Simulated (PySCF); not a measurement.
# RuOOH: relaxation and vibrations of the doublet

The task is one start of a wider search on RuOOH: the doublet, from a linear start. It is relaxed, tested by its Hessian and followed downhill if it is a saddle.

Method: PBE0, basis Ru def2-TZVP with ECP28, O def2-TZVP, H def2-TZVP, scalar-relativistic core potentials, no spin–orbit coupling, density fitting; program: PySCF 2.14.0.

**1. Where the work starts**

4 atoms, charge 0, spin multiplicity 2.

Bond lengths: Ru1–O2 1.710 Å, Ru1–O3 1.880 Å, O3–H4 0.960 Å. Angles: O2–Ru1–O3 180.0°, Ru1–O3–H4 130.0°.

```xyz
4
charge 0 multiplicity 2
Ru    0.0000    0.0000    0.0000
O     0.0000    0.0000    1.7100
O     0.0000    0.0000   -1.8800
H     0.7354    0.0000   -2.4971
```

**2. First SCF at the start**

The steps below are one call of a driver around PySCF. For each, scf.py gives the equivalent set-up of the SCF; relaxations use the driver's own optimiser. After this first run the driver tries any further starts and a stability analysis.

The input, scf.py:

```python
from pyscf import gto, scf, dft
mol = gto.M(atom='''
Ru     0.000000     0.000000     0.000000
O      0.000000     0.000000     1.710000
O      0.000000     0.000000    -1.880000
H      0.735400     0.000000    -2.497100''',
    basis={'Ru': 'def2-TZVP', 'O': 'def2-TZVP', 'H': 'def2-TZVP'},
    ecp={'Ru': 'def2-TZVP'},
    charge=0, spin=1)
mf = dft.UKS(mol, xc='PBE0')
mf.grids.atom_grid = (50, 194)
aux = {'Ru': 'def2-universal-JKFIT', 'O': 'def2-universal-JKFIT', 'H': 'def2-universal-JKFIT'}
mf = mf.density_fit(auxbasis=aux)
mf.conv_tol = 1e-08
mf.diis_space = 10
mf.max_cycle = 60
mf.init_guess = 'minao'
mf.verbose = 4
mf.kernel()
```

Started as:

```sh
OMP_NUM_THREADS=4 python axn.py task.json out
```

The log of the run (excerpt; [...] marks lines left out):

```text
[... the frontier levels of the middle cycles are left out ...]
init E= -237.908693658095
[... the frontier-level lines of each cycle are left out ...]
cycle= 1 E= -245.50251877643  delta_E= -7.59  |g|= 0.83  |ddm|= 3.32
cycle= 2 E= -244.291298066429  delta_E= 1.21  |g|= 1.78  |ddm|=  2.4
cycle= 3 E= -245.448858253527  delta_E= -1.16  |g|= 0.963  |ddm|= 2.28
cycle= 4 E= -245.766551897795  delta_E= -0.318  |g|= 0.166  |ddm|= 0.37
cycle= 5 E= -245.753976467328  delta_E= 0.0126  |g|= 0.265  |ddm|= 0.23
cycle= 6 E= -245.781185467321  delta_E= -0.0272  |g|= 0.0153  |ddm|= 0.134
cycle= 7 E= -245.781873704018  delta_E= -0.000688  |g|= 0.0115  |ddm|= 0.0592
cycle= 8 E= -245.782478724976  delta_E= -0.000605  |g|= 0.0106  |ddm|= 0.0536
cycle= 9 E= -245.783339928426  delta_E= -0.000861  |g|= 0.0105  |ddm|= 0.0782
cycle= 10 E= -245.784692267209  delta_E= -0.00135  |g|= 0.0101  |ddm|= 0.13
cycle= 11 E= -245.786035597368  delta_E= -0.00134  |g|= 0.00878  |ddm|= 0.148
cycle= 12 E= -245.787435593046  delta_E= -0.0014  |g|= 0.00764  |ddm|= 0.22
cycle= 13 E= -245.787337557896  delta_E= 9.8e-05  |g|= 0.0083  |ddm|= 0.0413
cycle= 14 E= -245.787972447258  delta_E= -0.000635  |g|= 0.00431  |ddm|= 0.132
[... 11 cycles left out ...]
cycle= 26 E= -245.788685726332  delta_E= -9.49e-07  |g|= 0.000289  |ddm|= 0.00452
cycle= 27 E= -245.788686881215  delta_E= -1.15e-06  |g|= 0.000283  |ddm|= 0.00275
cycle= 28 E= -245.788687702828  delta_E= -8.22e-07  |g|= 0.000262  |ddm|= 0.00276
cycle= 29 E= -245.788689936414  delta_E= -2.23e-06  |g|= 0.000219  |ddm|= 0.00587
cycle= 30 E= -245.788692929606  delta_E= -2.99e-06  |g|= 0.00018  |ddm|= 0.0101
cycle= 31 E= -245.788694582788  delta_E= -1.65e-06  |g|= 0.000141  |ddm|= 0.00755
cycle= 32 E= -245.788695147824  delta_E= -5.65e-07  |g|= 0.000127  |ddm|= 0.00291
cycle= 33 E= -245.788695714645  delta_E= -5.67e-07  |g|= 0.00012  |ddm|= 0.0035
cycle= 34 E= -245.788696538265  delta_E= -8.24e-07  |g|= 8.16e-05  |ddm|= 0.00777
cycle= 35 E= -245.7886966028  delta_E= -6.45e-08  |g|= 7.1e-05  |ddm|= 0.00155
cycle= 36 E= -245.788696816364  delta_E= -2.14e-07  |g|= 5.59e-05  |ddm|= 0.0035
cycle= 37 E= -245.788696910831  delta_E= -9.45e-08  |g|= 3.27e-05  |ddm|= 0.00228
cycle= 38 E= -245.78869695299  delta_E= -4.22e-08  |g|= 2.01e-05  |ddm|= 0.00189
cycle= 39 E= -245.788696957692  delta_E= -4.7e-09  |g|= 1.95e-05  |ddm|= 0.000339
Extra cycle  E= -245.788696957963  delta_E= -2.71e-10  |g|= 4.9e-05  |ddm|= 5.47e-05
converged SCF energy = -245.788696957963  <S^2> = 0.97525997  2S+1 = 2.2138292
```

This step, with its further starts and checks, ran for 16 s (4 threads of Arm Neoverse V2, shared host).

Energies from each starting density:

```csv
start,energy (Eh)
the minimal-basis guess,-245.788697
a thermally smeared density,-245.788620
a smeared PBE density,-245.789432
```

This is not the lowest solution: one lies 1.9 kJ/mol lower, at -245.78943 Eh, and the relaxation starts from that.

**3. Linear start, doublet: relaxation**

The program finds Cs symmetry in the start, which this walk keeps. Threshold on the gradient: 0.0003 Eh/bohr, with a further test on the energy change.

Changes to scf.py since step 2:

```diff
@@ -3,4 +3,4 @@
-Ru     0.000000     0.000000     0.000000
-O      0.000000     0.000000     1.710000
-O      0.000000     0.000000    -1.880000
-H      0.735400     0.000000    -2.497100''',
+Ru    -0.005494     0.000000     0.038812
+O     -0.005494     0.000000     1.748812
+O     -0.005494     0.000000    -1.841188
+H      0.729906     0.000000    -2.458288''',
@@ -17 +16,0 @@
-mf.init_guess = 'minao'
```

The optimiser's trace:

```csv
step,energy (Eh),change (kJ/mol),largest symmetric gradient (Eh/bohr)
0,-245.789432,0.00,0.06859
1,-245.797105,-20.14,0.01922
2,-245.799639,-26.80,0.01564
3,-245.803181,-36.10,0.01197
4,-245.803689,-37.43,0.01158
5,-245.803834,-37.81,0.00244
6,-245.803840,-37.83,0.00098
7,-245.803844,-37.84,0.00057
8,-245.803852,-37.86,0.00092
9,-245.803865,-37.89,0.00162
10,-245.803872,-37.91,0.00123
11,-245.803876,-37.92,0.00033
12,-245.803876,-37.92,0.00004
```

The walk took 50 s.

Positions (Å) and forces (eV/Å) along the way:

```
step 0
Ru  -0.005   0.000   0.039  -0.456   0.000   2.424
O   -0.005   0.000   1.749   0.168   0.000  -3.527
O   -0.005   0.000  -1.841   0.474   0.000   1.295
H    0.730   0.000  -2.458  -0.185   0.000  -0.192
step 1
Ru  -0.023   0.000   0.052  -0.805   0.000  -0.988
O    0.006   0.000   1.665   0.330   0.000   0.830
O    0.010   0.000  -1.791   0.830   0.000   0.361
H    0.721   0.000  -2.438  -0.354   0.000  -0.203
step 6
Ru  -0.189   0.000   0.054  -0.008   0.000   0.050
O    0.083   0.000   1.652   0.005   0.000  -0.049
O    0.112   0.000  -1.735  -0.035   0.000   0.017
H    0.708   0.000  -2.483   0.037   0.000  -0.018
step 12
Ru  -0.214   0.000   0.048   0.000   0.000  -0.002
O    0.107   0.000   1.635   0.000   0.000   0.001
O    0.089   0.000  -1.743   0.001   0.000   0.000
H    0.732   0.000  -2.452  -0.001   0.000   0.001
```

End point (Cs, 12 steps, 37.9 kJ/mol gained): O–H 0.957 Å, Ru–O 1.620 Å, Ru–O 1.816 Å; H–O–Ru 147.4°, O–Ru–O 159.0°.

**4. Vibrations and properties at this point**

On the finer grid the gradient is checked again; gradients at displacements of ±0.02 bohr then give force constants and infrared intensities.

Changes to scf.py since step 3:

```diff
@@ -3,4 +3,4 @@
-Ru    -0.005494     0.000000     0.038812
-O     -0.005494     0.000000     1.748812
-O     -0.005494     0.000000    -1.841188
-H      0.729906     0.000000    -2.458288''',
+Ru    -0.080993     0.000000     0.042735
+O      0.239926     0.000000     1.630281
+O      0.221611     0.000000    -1.747756
+H      0.864484     0.000000    -2.456672''',
@@ -11 +11 @@
-mf.grids.atom_grid = (50, 194)
+mf.grids.atom_grid = (75, 302)
@@ -14 +14 @@
-mf.conv_tol = 1e-08
+mf.conv_tol = 1e-10
```

This SCF starts from the last density.

SCF at the final geometry:

```text
init E= -245.803876422911
[... the frontier-level lines of each cycle are left out ...]
cycle= 1 E= -245.803876422911  delta_E= 2.84e-13  |g|= 1.83e-06  |ddm|= 1.89e-06
Extra cycle  E= -245.803876422899  delta_E= 1.23e-11  |g|= 6.02e-06  |ddm|= 3.74e-06
converged SCF energy = -245.803876422899  <S^2> = 0.76422749  2S+1 = 2.0141772
```

The whole step took 69 s.

Geometry: Cs; O–H 0.957 Å, Ru–O 1.620 Å, Ru–O 1.816 Å; H–O–Ru 147.4°, O–Ru–O 159.0°.

Harmonic modes (main isotopes):

```csv
symmetry,ω (cm⁻¹),IR (km/mol)
a',137,13.7
a'',437,87.6
a',535,127
a',746,116
a',1083,210
a',3937,276
```

All wavenumbers are real: a minimum.

Properties at this point:

* Dipole moment: 2.43 D
* Highest occupied level: -6.27 eV
* Lowest empty level: -3.23 eV
* Rotational constants: 5.499, 0.1725, 0.1673 cm⁻¹
* Zero-point energy: 41.1 kJ/mol
* Principal polarisabilities: 34.4, 35.3, 55.5 bohr³
* Atomisation energy without zero-point energy: 1237 kJ/mol
* Principal traceless quadrupole moments about the centre of mass: -4.86, -1.60, 6.47 D Å
* Entropy at 298.15 K and 1 bar (electronic part: spin only): 286.4 J/(mol K)
* Heat capacity Cp at 298.15 K: 56.3 J/(mol K)
* Enthalpy at 298.15 K above 0 K: 13.23 kJ/mol
* Rotational symmetry number: 1
* Spin squared ⟨S²⟩: 0.764

Populations by atom (charges in e):

```csv
atom,Mulliken,Löwdin,polar tensor,spin (Mulliken),Mayer order to Ru1
Ru1,0.88,0.38,1.12,0.90,–
O2,-0.50,-0.23,-0.65,0.14,2.10
O3,-0.72,-0.32,-0.83,-0.03,0.92
H4,0.34,0.17,0.35,0.00,0.01
```

Outer orbital energies (eV). α occupied: -12.17, -12.06, -11.76, -10.22, -10.13, -7.34, -7.33, -6.27; empty: -2.83, -2.56, 0.23, 0.37. β occupied: -15.78, -12.06, -11.94, -11.22, -10.16, -10.14, -6.88, -6.87; empty: -3.23, -2.66, -2.36, 0.47.

Mulliken populations on Ru1 (outside its core potential): s 2.54, p 6.13, d 6.43, f 0.03.

**5. What came out**

```
                                          quantity                                                                  value
                                           minimum                                                            doublet, Cs
                                          geometry  O–H 0.957 Å, Ru–O 1.620 Å, Ru–O 1.816 Å; H–O–Ru 147.4°, O–Ru–O 159.0°
                                wavenumbers (cm⁻¹)          137 (a'), 437 (a''), 535 (a'), 746 (a'), 1083 (a'), 3937 (a')
                                     dipole moment                                                                 2.43 D
highest occupied, lowest empty level (either spin)                                                        -6.27, -3.23 eV
                        polar-tensor charge of Ru1                                                                +1.12 e
                                 zero-point energy                                                            41.1 kJ/mol
                               entropy at 298.15 K                                                        286.4 J/(mol K)
         atomisation energy (no zero-point energy)                                                            1237 kJ/mol
                                              ⟨S²⟩                                                                  0.764
```

The molecule stays Cs, as typed, and the end point is a minimum. In the infrared the band at 3937 cm⁻¹ (a') leads. Most of the spin sits on Ru1 (Mulliken spin 0.90, against 1 for the whole molecule). The first SCF alone would have been 2 kJ/mol too high. Other starts or spin states, not run here, may lie lower. Open d and f shells are described by one determinant, and the ground state may have another occupation or spin.

The search up to here took 2.2 min.
